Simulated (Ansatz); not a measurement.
# Co(NH2)2 (CoN₂H₄): the relaxed shape and its frontier levels

What does Co(NH2)2 (CoN₂H₄) look like as a quartet, and where do its frontier electrons sit?

Program: Ansatz 0.2.0, Gaussian basis. Level of theory: UKS PBE0-D4/def2-TZVP. These are calculated values, not measurements.

Levels to be run: relaxation at PBE0-D4/def2-TZVP; a search for the lowest solution at PBE0-D4/def2-SVP; a single point at PBE0-D4/def2-TZVP.

## (1) Where the work starts

7 atoms, charge 0, spin multiplicity 4.

Atoms are counted from 1 here; the program's logs count them from 0.

Bond lengths: Co1–N2 1.763 Å, Co1–N5 1.762 Å, N2–H3 1.014 Å, N2–H4 1.015 Å, N5–H6 1.015 Å, N5–H7 1.015 Å. Angles: N2–Co1–N5 179.9°, Co1–N2–H3 126.9°, Co1–N2–H4 127.5°, H3–N2–H4 105.6°, Co1–N5–H6 127.2°, Co1–N5–H7 127.3°, H6–N5–H7 105.5°.

As a file:

```csv
atom,x (Å),y (Å),z (Å)
Co1,0.0036,-0.0021,0.0003
N2,0.0053,-0.0177,1.7628
H3,0.0580,0.7866,2.3786
H4,-0.0589,-0.8257,2.3730
N5,-0.0019,0.0149,-1.7620
H6,0.8026,-0.0350,-2.3781
H7,-0.8086,0.0791,-2.3746
```

Formally the metal is d7. No spin-orbit coupling is included.

The start is a GFN2-xTB geometry.

## (2) Optimising with PBE0-D4/def2-TZVP

in.yaml

```yaml
crystal:
  periodic: [false, false, false]
  atoms:
    - {symbol: Co, position_ang: [0.003560, -0.002140, 0.000300]}
    - {symbol: N, position_ang: [0.005290, -0.017690, 1.762820]}
    - {symbol: H, position_ang: [0.058050, 0.786580, 2.378620]}
    - {symbol: H, position_ang: [-0.058940, -0.825680, 2.373010]}
    - {symbol: N, position_ang: [-0.001950, 0.014880, -1.762050]}
    - {symbol: H, position_ang: [0.802630, -0.035050, -2.378100]}
    - {symbol: H, position_ang: [-0.808640, 0.079090, -2.374600]}
basis:
  gaussian: {orbitals: def2-TZVP}
magnetization: {spin_polarized: true, initial_magnetization: 3}
hamiltonian: {xc: pbe0, dispersion: d4}
scf: {lower_state_search: "off"}
output: {orbitals: {seedname: orbitals}}
relax: {f_tol: 0.02, max_steps: 100}
```

Started as:

```console
$ ansatz run in.yaml --threads 2 --pin off --events-out ev --progress --plain --max-ram 4352MiB
```

Further steps of the session: Searching for the lowest solution, PBE0-D4/def2-SVP; Single point, PBE0-D4/def2-TZVP.

**Question.** What will the summary of the whole plan be? Wanted: point group; near neighbours of the metal; HOMO, LUMO at PBE0-D4/def2-TZVP; ⟨S²⟩; charge on the metal; spin on the metal; dipole at PBE0-D4/def2-TZVP.

As calculated:

```
                                         quantity             value
                                      point group               D2h
                     near neighbours of the metal  N 1.82, N 1.82 Å
HOMO, LUMO at PBE0-D4/def2-TZVP (over both spins)   -5.93, -2.17 eV
                                             ⟨S²⟩             3.761
charge on the metal (Mulliken, PBE0-D4/def2-TZVP)           +0.67 e
                     spin on the metal (Mulliken)              2.74
                      dipole at PBE0-D4/def2-TZVP            0.03 D
```

What this shows: The molecule keeps its bonding pattern by the stored test; the atoms moved 0.47 Å (rms). Of 3 unpaired electrons, 2.74 sit on the metal by Mulliken's count: the rest is spread on the ligands. The Mulliken charge of the metal, +0.67 e, depends on the basis and isn't its oxidation state. No usable vibrations, so a minimum isn't proven. The alpha HOMO lies nearest to N2, N5 about 34 % each; Co1 12 % and the alpha LUMO to Co1 31 %; 4 H atoms about 14 % each (shares on a coarse grid); over both spins the LUMO of beta spin, not drawn, take the frontier's place. Whether this spin is the lowest isn't tested here.
